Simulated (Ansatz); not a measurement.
# MgSeS4: the cost of one run

Computed with Ansatz 0.2.0 (DFT PBE, scalar-relativistic, plane waves, PAW, unless a step's input says otherwise).

### Step 1. The system as given

Symmetry: F-43m, No. 216, cubic system. Conventional cell: a = 8.010 Å, b = 8.010 Å, c = 8.010 Å, α = 90.00°, β = 90.00°, γ = 90.00°. Mg (site symmetry -43m) is surrounded by 12 S at 3.32 Å and 4 Se at 3.47 Å. Around Se (site symmetry -43m) lie 12 S at 3.32 Å and 4 Mg at 3.47 Å. S (site symmetry 3m) has 6 S at 2.81 to 2.85 Å and 3 Se at 3.32 Å and 3 Mg at 3.32 Å as nearest neighbours.

As a file:

```
Mg Se S
1.0
     0.00000    4.00478    4.00478
     4.00478    0.00000    4.00478
     4.00478    4.00478    0.00000
Mg Se S
1 1 4
Direct
  0.75000 0.75000 0.75000
  0.00000 0.00000 0.00000
  0.87761 0.37413 0.37413
  0.37413 0.37413 0.37413
  0.37413 0.87761 0.37413
  0.37413 0.37413 0.87761
```

The cell is invented: species swapped into a database cell of YbCdCu4 (F-43m, No. 216), with Mg on the Yb sites, Se on the Cd sites and S on the Cu sites. The dimensions are guesses.

### Step 2. A first look at the guess

File input.yaml:

```yaml
crystal:
  lattice:
    - [0.0, 4.00478092, 4.00478092]
    - [4.00478092, 0.0, 4.00478092]
    - [4.00478092, 4.00478092, 0.0]
  atoms:
    - { symbol: Mg, position: [0.75, 0.75, 0.75] }
    - { symbol: Se, position: [0.0, 0.0, 0.0] }
    - { symbol: S, position: [0.87760997, 0.37413001, 0.37413001] }
    - { symbol: S, position: [0.37413001, 0.37413001, 0.37413001] }
    - { symbol: S, position: [0.37413001, 0.87760997, 0.37413001] }
    - { symbol: S, position: [0.37413001, 0.37413001, 0.87760997] }
basis:
  ecutwfc: 420
kpoints:
  mp_grid: { grid: [4, 4, 4] }
hamiltonian:
  xc: pbe
scf:
  occupations: { method: gaussian, width: 0.1 }
  lower_state_search: "off"
output:
  forces: true
  stress: true
  eigenvalues: true
```

The run is started by

```console
$ ansatz run input.yaml --threads 1 --pin off --max-ram 2048MiB --backend cpu --events-out ev --progress --plain --runs-dir out
```

Q: Estimate wall time and peak memory on 1 thread of Intel Xeon Platinum 8488C (Sapphire Rapids), shared host.

About 2.1 s, with a peak of 0.4 GiB.
